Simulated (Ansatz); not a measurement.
# H3Sb + H4Si: molecular dynamics, part 1 of 2

The plan is to follow the two partners and see whether they stay together, part or react. The start is relaxed first. Runs: 250 steps of 0.5 fs under a Langevin thermostat at 500 K; 250 steps of 0.25 fs under a Langevin thermostat at 1000 K. SMILES of the start: [SiH4].[SbH3].

Program: Ansatz 0.2.0. Level of theory: RKS B3LYP/def2-SVP. These are calculated values, not measurements.

## Step 1: Starting point

Bond lengths: Si1–H2 1.461 Å, Si1–H3 1.459 Å, Si1–H4 1.462 Å, Si1–H5 1.461 Å, Sb6–H7 1.681 Å, Sb6–H8 1.688 Å, Sb6–H9 1.687 Å. Angles: H2–Si1–H3 109.4°, H2–Si1–H4 109.4°, H2–Si1–H5 109.3°, H3–Si1–H4 109.4°, H3–Si1–H5 109.4°, H4–Si1–H5 110.0°, H7–Sb6–H8 88.7°, H7–Sb6–H9 89.3°, H8–Sb6–H9 88.4°.

As a file:

```xyz
9

Si   -0.0708    0.0103   -2.0550
H     1.0151    0.9880   -2.0294
H    -1.0078    0.3549   -3.1196
H    -0.7677    0.0261   -0.7697
H     0.4816   -1.3185   -2.3062
Sb    0.5174    0.5689    2.4010
H     0.4978   -0.9027    1.5897
H    -1.1701    0.5366    2.4206
H     0.5046   -0.2635    3.8686
```

## Step 2: Relaxing the start

Input file input.yaml:

```yaml
crystal:
  periodic: [false, false, false]
  atoms:
    - { symbol: Si, position_ang: [-0.0708, 0.0103, -2.055] }
    - { symbol: H, position_ang: [1.0151, 0.988, -2.0294] }
    - { symbol: H, position_ang: [-1.0078, 0.3549, -3.1196] }
    - { symbol: H, position_ang: [-0.7677, 0.0261, -0.7697] }
    - { symbol: H, position_ang: [0.4816, -1.3185, -2.3062] }
    - { symbol: Sb, position_ang: [0.5174, 0.5689, 2.401] }
    - { symbol: H, position_ang: [0.4978, -0.9027, 1.5897] }
    - { symbol: H, position_ang: [-1.1701, 0.5366, 2.4206] }
    - { symbol: H, position_ang: [0.5046, -0.2635, 3.8686] }
basis:
  gaussian: { orbitals: def2-SVP }
hamiltonian:
  xc: b3lyp
relax:
  f_tol: 0.02
  max_steps: 40
```

The run is started by

```
$ ansatz run input.yaml --threads 2 --pin off --max-ram 3072MiB --backend cpu --events-out ev --progress --plain --runs-dir out
```

Log (excerpt; [...] marks lines left out):

```text
Warning: RAYON_NUM_THREADS=2 ignored (pool sized by the plan → 2); use --threads N
[...]
Functional definition: B3LYP
[...]
922 factors; integrals over basis functions are off by at most 5.1e-4 eV
[...]
mean field -14528.48751189 eV, -533.9120682994 hartree, gradient 3.5e-5 eV, S^2 0.000000; 0 other end points of the search recorded, 0 dependent functions left out
[...]
reference -14528.48780168 eV, -533.9120789490 hartree; 22, 22 occupied and 57, 57 virtual orbitals, 922 factors
relax step   1: F+E_penalty+E_count = -14528.48751189 eV  Δ(F+E_penalty+E_count) = +0.000e0 eV  max|allowed force component| = 5.857e-1 eV/Å  Δτ_max = 0.0000 Å  (20 SCF iters, accepted)
[...]
relax step   6: F+E_penalty+E_count = -14528.58032522 eV  Δ(F+E_penalty+E_count) = -1.372e-3 eV  max|allowed force component| = 1.430e-2 eV/Å  Δτ_max = 0.1166 Å  (22 SCF iters, accepted)
[...]
relax step   7: F+E_penalty+E_count = -14528.58163064 eV  Δ(F+E_penalty+E_count) = -1.305e-3 eV  max|allowed force component| = 8.191e-3 eV/Å  Δτ_max = 0.1780 Å  (23 SCF iters, accepted)
922 factors; integrals over basis functions are off by at most 5.8e-4 eV
[...]
mean field -14528.58163064 eV, -533.9155270996 hartree, gradient 1.3e-5 eV, S^2 0.000000; 1 other end points of the search recorded, 0 dependent functions left out
[...]
reference -14528.58194739 eV, -533.9155387401 hartree; 22, 22 occupied and 57, 57 virtual orbitals, 922 factors
Total energy: -14528.58194739 eV, -533.9155387401 hartree
Atom 0 at    -0.093976     0.021889    -2.530318 Å, force    -0.007240    -0.004338     0.008191 eV/Å
Atom 1 at     1.016694     1.015542    -2.494374 Å, force    -0.001118    -0.002030    -0.005196 eV/Å
Atom 2 at    -1.032334     0.361053    -3.637717 Å, force     0.005312     0.000915    -0.000675 eV/Å
Atom 3 at    -0.827750     0.053325    -1.232778 Å, force     0.001022     0.002605    -0.001261 eV/Å
Atom 4 at     0.464286    -1.342714    -2.748877 Å, force     0.002186     0.003058    -0.004610 eV/Å
Atom 5 at     0.534995     0.549415     2.995071 Å, force     0.001355     0.000836    -0.000172 eV/Å
Atom 6 at     0.573935    -0.954877     2.154553 Å, force    -0.000189     0.000253     0.001214 eV/Å
Atom 7 at    -1.188274     0.556130     2.977562 Å, force    -0.001548    -0.000697     0.000567 eV/Å
Atom 8 at     0.552523    -0.259664     4.516878 Å, force     0.000221    -0.000604     0.001941 eV/Å
Dipole moment:     0.037167     0.051398    -0.021926 e Å
```

Run time: 20 s. Hardware: 2 threads of Arm Neoverse N1, shared host; peak memory 0.15 GiB.

Step by step:

```
step  energy from step 1 (eV)  largest force component (eV/Å)
   1                   0.0000                          0.5857
   2                  -0.0373                          0.3334
   3                  -0.0868                          0.0583
   4                  -0.0893                          0.0089
   5                  -0.0914                          0.0200
   6                  -0.0928                          0.0143
   7                  -0.0941                          0.0082
```

Step 1 is the start.

After: Bond lengths: Si1–H2 1.491 Å, Si1–H3 1.491 Å, Si1–H4 1.491 Å, Si1–H5 1.490 Å, Sb6–H7 1.724 Å, Sb6–H8 1.723 Å, Sb6–H9 1.724 Å. Angles: H2–Si1–H3 109.6°, H2–Si1–H4 109.4°, H2–Si1–H5 109.6°, H3–Si1–H4 109.4°, H3–Si1–H5 109.6°, H4–Si1–H5 109.3°, H7–Sb6–H8 91.2°, H7–Sb6–H9 91.2°, H8–Sb6–H9 91.2°.

## Step 3: Run 1

250 steps of 0.5 fs under a Langevin thermostat at 500 K, from the relaxed start.

Input file input.yaml:

```yaml
crystal:
  periodic: [false, false, false]
  atoms:
    - { symbol: Si, position_ang: [-0.093976, 0.021889, -2.530318] }
    - { symbol: H, position_ang: [1.016694, 1.015542, -2.494374] }
    - { symbol: H, position_ang: [-1.032334, 0.361053, -3.637717] }
    - { symbol: H, position_ang: [-0.82775, 0.053325, -1.232778] }
    - { symbol: H, position_ang: [0.464286, -1.342714, -2.748877] }
    - { symbol: Sb, position_ang: [0.534995, 0.549415, 2.995071] }
    - { symbol: H, position_ang: [0.573935, -0.954877, 2.154553] }
    - { symbol: H, position_ang: [-1.188274, 0.55613, 2.977562] }
    - { symbol: H, position_ang: [0.552523, -0.259664, 4.516878] }
basis:
  gaussian: { orbitals: def2-SVP }
hamiltonian:
  xc: b3lyp
md:
  timestep: 0.5
  n_steps: 250
  ensemble: nvt_langevin
  temperature: 500.0
  initial_velocities: maxwell_boltzmann
  seed: 843152
  friction: 0.05
```

The run is started by

```
$ ansatz run input.yaml --threads 2 --pin off --max-ram 3072MiB --backend cpu --events-out ev --progress --plain --runs-dir out
```

Log (excerpt; [...] marks lines left out):

```text
Warning: RAYON_NUM_THREADS=2 ignored (pool sized by the plan → 2); use --threads N
[...]
[... 1 set-up line as earlier in the session ...]
[...]
927 factors; integrals over basis functions are off by at most 3.7e-4 eV
[...]
mean field -14528.58163121 eV, -533.9155271208 hartree, gradient 3.9e-5 eV, S^2 0.000000; 0 other end points of the search recorded, 0 dependent functions left out
[...]
reference -14528.58194802 eV, -533.9155387633 hartree; 22, 22 occupied and 57, 57 virtual orbitals, 927 factors
md step     0: t =     0.00 fs  T =   444.4 K  F+E_penalty+E_count = -14528.58163121 eV  E_kin = 0.517040 eV  (20 SCF iters)
[...]
md step    30: t =    15.00 fs  T =   422.3 K  F+E_penalty+E_count = -14528.48336284 eV  E_kin = 0.491328 eV  (24 SCF iters)
[...]
md step    60: t =    30.00 fs  T =   533.3 K  F+E_penalty+E_count = -14528.27677732 eV  E_kin = 0.620386 eV  (23 SCF iters)
[...]
md step    90: t =    45.00 fs  T =   323.0 K  F+E_penalty+E_count = -14528.22404219 eV  E_kin = 0.375731 eV  (23 SCF iters)
[...]
md step   120: t =    60.00 fs  T =   348.0 K  F+E_penalty+E_count = -14528.15359789 eV  E_kin = 0.404866 eV  (27 SCF iters)
md step   121: t =    60.50 fs  T =   287.4 K  F+E_penalty+E_count = -14528.13001237 eV  E_kin = 0.334377 eV  (27 SCF iters)
md step   122: t =    61.00 fs  T =   329.8 K  F+E_penalty+E_count = -14528.11392970 eV  E_kin = 0.383633 eV  (27 SCF iters)
```

## Step 4: The log goes on: dynamics from the start

The log, continued (excerpt; [...] marks lines left out):

```text
md step   123: t =    61.50 fs  T =   369.6 K  F+E_penalty+E_count = -14528.11316868 eV  E_kin = 0.429943 eV  (27 SCF iters)
[...]
md step   155: t =    77.50 fs  T =   399.7 K  F+E_penalty+E_count = -14528.16375939 eV  E_kin = 0.465025 eV  (27 SCF iters)
[...]
md step   187: t =    93.50 fs  T =   356.8 K  F+E_penalty+E_count = -14528.33445593 eV  E_kin = 0.415095 eV  (26 SCF iters)
[...]
md step   219: t =   109.50 fs  T =   372.7 K  F+E_penalty+E_count = -14528.32399508 eV  E_kin = 0.433573 eV  (24 SCF iters)
[...]
md step   249: t =   124.50 fs  T =   358.3 K  F+E_penalty+E_count = -14528.22735434 eV  E_kin = 0.416806 eV  (24 SCF iters)
[...]
md step   250: t =   125.00 fs  T =   388.7 K  F+E_penalty+E_count = -14528.21864489 eV  E_kin = 0.452191 eV  (22 SCF iters)
Total energy: -14528.21896949 eV, -533.9021995482 hartree
Atom 0 at    -0.246469     0.004945    -2.453920 Å, force     1.333639     1.955982    -1.688630 eV/Å
Atom 1 at     0.972611     0.940852    -2.256145 Å, force    -0.688311    -0.576319     0.623919 eV/Å
Atom 2 at    -1.300711     0.997501    -2.918727 Å, force     0.119154    -0.615800     0.045001 eV/Å
Atom 3 at    -0.730075    -0.828396    -1.403125 Å, force    -0.247434    -0.571254     1.114686 eV/Å
Atom 4 at     0.356473    -0.819826    -3.546140 Å, force    -0.517637    -0.192982    -0.100007 eV/Å
Atom 5 at     0.570365     0.523696     3.002273 Å, force     0.676916    -0.665688     0.870433 eV/Å
Atom 6 at     0.404593    -1.077980     2.367546 Å, force     0.070004     0.100828    -0.057644 eV/Å
Atom 7 at    -0.946639     0.314375     3.797616 Å, force     0.078163     0.045530     0.140548 eV/Å
Atom 8 at     1.563643    -0.153369     4.412211 Å, force    -0.824494     0.519702    -0.948304 eV/Å
Dipole moment:    -0.065357     0.025069    -0.001540 e Å
```

Run time: 10 min. Hardware: 2 threads of Arm Neoverse N1, shared host; peak memory 0.15 GiB.

## Step 5: Frames and traces

One step in 13; energies are changes from step 0:

```
time (fs)  T (K)  potential energy change (meV/atom)  closest contact of the partners (Å)
      0.0    444                                 0.0                                 3.80
      6.5    473                                13.0                                 3.48
     13.0    395                                26.1                                 3.25
     19.5    272                                27.7                                 3.36
     26.0    352                                44.8                                 3.43
     32.5    427                                34.2                                 3.42
     39.0    314                                43.5                                 3.41
     45.5    380                                40.7                                 3.12
     52.0    341                                46.7                                 3.27
     58.5    606                                40.1                                 3.23
     65.0    528                                28.3                                 3.25
     71.5    418                                50.3                                 3.13
     78.0    393                                46.8                                 2.84
     84.5    622                                16.1                                 3.03
     91.0    523                                25.6                                 3.21
     97.5    359                                33.5                                 3.28
    104.0    601                                11.5                                 3.31
    110.5    440                                31.1                                 3.39
    117.0    435                                28.9                                 3.57
    123.5    410                                35.4                                 3.90
    125.0    389                                40.3                                 3.95
```

time (fs), T (K) and a bar:
```
      0.0        444 ################
      5.5        450 #################
     11.0        251 
     16.5        381 ###########
     21.5        315 ######
     27.0        389 ############
     32.5        427 ###############
     38.0        317 ######
     43.5        378 ###########
     49.0        485 ####################
     54.5        331 #######
     60.0        348 ########
     65.0        528 ########################
     70.5        451 #################
     76.0        355 #########
     81.5        470 ###################
     87.0        508 ######################
     92.5        459 ##################
     98.0        372 ##########
    103.5        604 ##############################
    108.5        468 ##################
    114.0        560 ##########################
    119.5        370 ##########
    125.0        389 ############
```

## Step 6: Frames from the trajectory

Extended XYZ, with forces in eV/Å:

```xyz
9
time_fs=15.5 T=390 dE=0.0872
Si   -0.148    0.046   -2.485    0.936    0.275   -0.277
H     1.120    0.860   -2.493   -0.205   -0.088   -0.028
H    -1.011    0.531   -3.581   -0.397    0.242    0.085
H    -0.668    0.105   -1.107   -0.412    0.018    0.143
H     0.208   -1.331   -2.858    0.076   -0.447    0.072
Sb    0.487    0.564    3.008    0.046   -0.687    0.389
H     0.345   -0.791    1.923    0.077    0.182    0.131
H    -1.224    0.665    3.083   -0.111    0.052    0.043
H     0.515   -0.537    4.411   -0.012    0.453   -0.557
9
time_fs=31.0 T=488 dE=0.2820
Si   -0.178    0.011   -2.518   -0.978    0.467    1.077
H     0.886    1.101   -2.543   -0.066   -0.838    0.121
H    -1.262    0.529   -3.352   -0.347    0.209   -0.567
H    -0.897   -0.152   -1.171    0.666    0.321   -0.319
H     0.023   -1.395   -2.905    0.725   -0.159   -0.318
Sb    0.486    0.591    3.042   -0.222   -0.886    0.075
H     0.534   -0.726    1.863    0.038    0.413    0.350
H    -1.235    0.527    3.022   -0.061    0.184   -0.132
H     0.371   -0.573    4.356    0.246    0.288   -0.288
9
time_fs=47.0 T=376 dE=0.3514
Si   -0.181   -0.043   -2.534    0.715    1.441    1.002
H     1.011    0.959   -2.425   -0.776   -0.578   -0.067
H    -1.230    0.716   -3.389    0.450   -0.832    0.581
H    -0.573   -0.323   -1.036   -0.028    0.153   -1.324
H     0.444   -1.251   -3.128   -0.362   -0.184   -0.199
Sb    0.488    0.564    3.066    1.594   -0.769   -0.102
H     0.673   -0.674    1.796   -0.292    0.585    0.402
H    -1.143    0.661    3.024   -1.461    0.043   -0.337
H     0.307   -0.723    4.212    0.160    0.142    0.043
9
time_fs=62.5 T=449 dE=0.4391
Si   -0.089   -0.051   -2.523   -1.287    1.014    0.274
H     0.933    1.137   -2.464   -0.819   -0.974    0.178
H    -1.289    0.314   -3.447    0.581    0.213    0.879
H    -0.648   -0.592   -1.143    0.680    0.641   -1.136
H     0.392   -1.130   -3.344    0.843   -0.894   -0.203
Sb    0.491    0.551    3.070    1.151    0.381   -1.063
H     0.831   -0.570    1.707   -0.398    0.617    0.547
H    -1.178    0.635    2.894   -0.625   -0.166   -0.244
H     0.402   -0.762    4.068   -0.127   -0.831    0.769
9
time_fs=78.0 T=393 dE=0.4213
Si   -0.079   -0.041   -2.539   -0.050    1.706    1.238
H     1.183    0.915   -2.444   -1.355   -0.442   -0.235
H    -1.334    0.400   -3.291    0.761    0.126    0.098
H    -0.578   -0.244   -1.100    0.376   -0.132   -0.679
H     0.472   -1.199   -3.165    0.265   -1.258   -0.435
Sb    0.509    0.540    3.058   -0.118    0.120   -1.906
H     0.403   -0.511    1.554    0.436    0.609    1.012
H    -1.195    0.440    2.922   -0.222    0.070    0.408
H     0.674   -0.758    4.086   -0.093   -0.798    0.500
9
time_fs=94.0 T=352 dE=0.2584
Si   -0.169   -0.003   -2.504   -0.245    1.172   -1.233
H     0.927    1.027   -2.617    0.086   -0.447    0.273
H    -1.272    0.733   -3.263    0.162   -0.535    0.321
H    -0.586   -0.245   -1.130   -0.080   -0.123    0.602
H     0.172   -1.265   -3.208    0.076   -0.067    0.031
Sb    0.531    0.562    3.021    0.859   -0.529    0.498
H     0.710   -0.737    1.843   -0.581    0.349    0.251
H    -1.118    0.573    3.435   -0.504   -0.217   -0.463
H     0.674   -0.641    4.300    0.227    0.398   -0.280
9
time_fs=109.5 T=373 dE=0.2576
Si   -0.225    0.011   -2.449   -0.116    0.042   -0.937
H     0.974    0.844   -2.068   -0.326    0.138   -0.518
H    -1.451    0.673   -3.114    0.875   -0.032    0.438
H    -0.609   -0.547   -1.178   -0.518   -0.456    0.874
H     0.160   -1.138   -3.349    0.085    0.309    0.138
Sb    0.573    0.557    3.010    0.907   -0.448    0.232
H     0.448   -0.865    2.022    0.315    0.083    0.083
H    -1.035    0.249    3.362   -0.691   -0.001    0.478
H     1.248   -0.332    4.436   -0.530    0.365   -0.788
9
time_fs=125.0 T=389 dE=0.3630
Si   -0.246    0.005   -2.454    1.334    1.956   -1.689
H     0.973    0.941   -2.256   -0.688   -0.576    0.624
H    -1.301    0.998   -2.919    0.119   -0.616    0.045
H    -0.730   -0.828   -1.403   -0.247   -0.571    1.115
H     0.356   -0.820   -3.546   -0.518   -0.193   -0.100
Sb    0.570    0.524    3.002    0.677   -0.666    0.870
H     0.405   -1.078    2.368    0.070    0.101   -0.058
H    -0.947    0.314    3.798    0.078    0.045    0.141
H     1.564   -0.153    4.412   -0.825    0.520   -0.948
```

Reading of run 1. Against a set 500 K the second half averages 453 K with a spread of 97 K. The bonds all hold. The partners' closest contact goes from 3.80 to 3.95 Å; so short a run doesn't show whether they stay bound.

## Step 7: Run 2

250 steps of 0.25 fs under a Langevin thermostat at 1000 K, from the relaxed start. H is given a mass of 3.016 u.

input.yaml: that of step 3 with these lines changed.

```diff
@@ -17,8 +17,9 @@
 md:
-  timestep: 0.5
+  timestep: 0.25
   n_steps: 250
   ensemble: nvt_langevin
-  temperature: 500.0
+  temperature: 1000.0
   initial_velocities: maxwell_boltzmann
-  seed: 843152
+  seed: 497674
   friction: 0.05
+  masses: [{ species: H, mass: 3.016 }]
```

The run is started by

```
$ ansatz run input.yaml --threads 2 --pin off --max-ram 3072MiB --backend cpu --events-out ev --progress --plain --runs-dir out
```

Log (excerpt; [...] marks lines left out):

```text
Warning: RAYON_NUM_THREADS=2 ignored (pool sized by the plan → 2); use --threads N
[...]
[... 1 set-up line as earlier in the session ...]
[...]
927 factors; integrals over basis functions are off by at most 3.7e-4 eV
[...]
mean field -14528.58163121 eV, -533.9155271208 hartree, gradient 3.9e-5 eV, S^2 0.000000; 0 other end points of the search recorded, 0 dependent functions left out
[...]
reference -14528.58194802 eV, -533.9155387633 hartree; 22, 22 occupied and 57, 57 virtual orbitals, 927 factors
md step     0: t =     0.00 fs  T =   888.9 K  F+E_penalty+E_count = -14528.58163121 eV  E_kin = 1.034080 eV  (20 SCF iters)
[...]
md step    30: t =     7.50 fs  T =   502.5 K  F+E_penalty+E_count = -14528.07203310 eV  E_kin = 0.584613 eV  (20 SCF iters)
[...]
md step    60: t =    15.00 fs  T =   905.7 K  F+E_penalty+E_count = -14528.10492522 eV  E_kin = 1.053654 eV  (26 SCF iters)
[...]
md step    90: t =    22.50 fs  T =  1081.5 K  F+E_penalty+E_count = -14528.15907977 eV  E_kin = 1.258185 eV  (21 SCF iters)
[...]
md step   120: t =    30.00 fs  T =  1038.3 K  F+E_penalty+E_count = -14528.05538497 eV  E_kin = 1.207922 eV  (19 SCF iters)
md step   121: t =    30.25 fs  T =  1011.2 K  F+E_penalty+E_count = -14528.04554062 eV  E_kin = 1.176401 eV  (19 SCF iters)
md step   122: t =    30.50 fs  T =  1027.6 K  F+E_penalty+E_count = -14528.03923163 eV  E_kin = 1.195426 eV  (20 SCF iters)
```

## Step 8: The log goes on: dynamics from the start

The log, continued (excerpt; [...] marks lines left out):

```text
md step   123: t =    30.75 fs  T =   981.0 K  F+E_penalty+E_count = -14528.03565533 eV  E_kin = 1.141207 eV  (20 SCF iters)
[...]
md step   155: t =    38.75 fs  T =  1024.0 K  F+E_penalty+E_count = -14528.02087298 eV  E_kin = 1.191222 eV  (20 SCF iters)
[...]
md step   187: t =    46.75 fs  T =  1165.6 K  F+E_penalty+E_count = -14528.17853086 eV  E_kin = 1.355988 eV  (21 SCF iters)
[...]
md step   219: t =    54.75 fs  T =   983.7 K  F+E_penalty+E_count = -14528.41046796 eV  E_kin = 1.144431 eV  (22 SCF iters)
[...]
md step   249: t =    62.25 fs  T =   738.7 K  F+E_penalty+E_count = -14527.98899419 eV  E_kin = 0.859339 eV  (19 SCF iters)
[...]
md step   250: t =    62.50 fs  T =   800.4 K  F+E_penalty+E_count = -14527.99140353 eV  E_kin = 0.931137 eV  (22 SCF iters)
Total energy: -14527.99171415 eV, -533.8938480687 hartree
Atom 0 at    -0.147884     0.092896    -2.233065 Å, force    -0.299693     1.525201    -0.250577 eV/Å
Atom 1 at     0.636676     1.600382    -2.513584 Å, force    -1.153053    -2.290106     0.415590 eV/Å
Atom 2 at    -1.701750     0.233009    -2.476412 Å, force     1.301191     0.055985     0.141974 eV/Å
Atom 3 at    -0.011593    -0.310756    -0.745905 Å, force     0.171294     0.173262    -0.959599 eV/Å
Atom 4 at     0.331826    -0.968916    -3.233159 Å, force    -0.020548     0.535532     0.640651 eV/Å
Atom 5 at     0.567809     0.488344     3.094943 Å, force     0.174268     0.785058     0.358303 eV/Å
Atom 6 at     0.021765    -0.758049     2.169543 Å, force    -0.126206    -1.002472    -0.879625 eV/Å
Atom 7 at    -0.822264     1.362890     2.534670 Å, force     0.088339     0.046791     0.259868 eV/Å
Atom 8 at    -0.271045    -0.281223     4.374017 Å, force    -0.135593     0.170749     0.273415 eV/Å
Dipole moment:     0.093920    -0.037346     0.013689 e Å
```

Wall time 10 min (2 threads of Arm Neoverse N1, shared host); peak memory 0.15 GiB.

(Continued in part 2 of 2.)
